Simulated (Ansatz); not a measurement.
The system is Co2Pd.

```
Pd Co
1.0
     2.63793    0.00000    0.00000
    -1.31897    2.28451    0.00000
     0.00000    0.00000    6.31934
Pd Co
1 2
Direct
  0.00000 0.00000 0.00000
  0.66667 0.33333 0.34978
  0.33333 0.66667 0.65022
```

The cell comes from a database or a generator and needn't be the stable form of this composition.

Program: Ansatz 0.2.0. Alike in all runs: task single point; level PBEsol; potentials or basis Ansatz PAW; spin collinear, ferromagnetic start; cell as given; k mesh 10 × 10 × 4; cutoff (eV) 420; smearing fermi-dirac 0.05 eV.

Task: Order these runs on this cell by their pressure, lowest first.
A. fixed moment (μB) 8.0
B. fixed moment (μB) 4.0
C. fixed moment (μB) 3.0
D. fixed moment (μB) 1.0
E. fixed moment (μB) 6.0

Result: D (-16.5 GPa), C (-12.1 GPa), B (-9.8 GPa), E (1.4 GPa), A (21.9 GPa).

Caveats: the total moment is fixed, so each spin has its own Fermi level; the PAW data sets come from PBE, with cores solved anew for the run's functional, which leaves a small shift of forces and pressure; the thresholds are loose for stress.
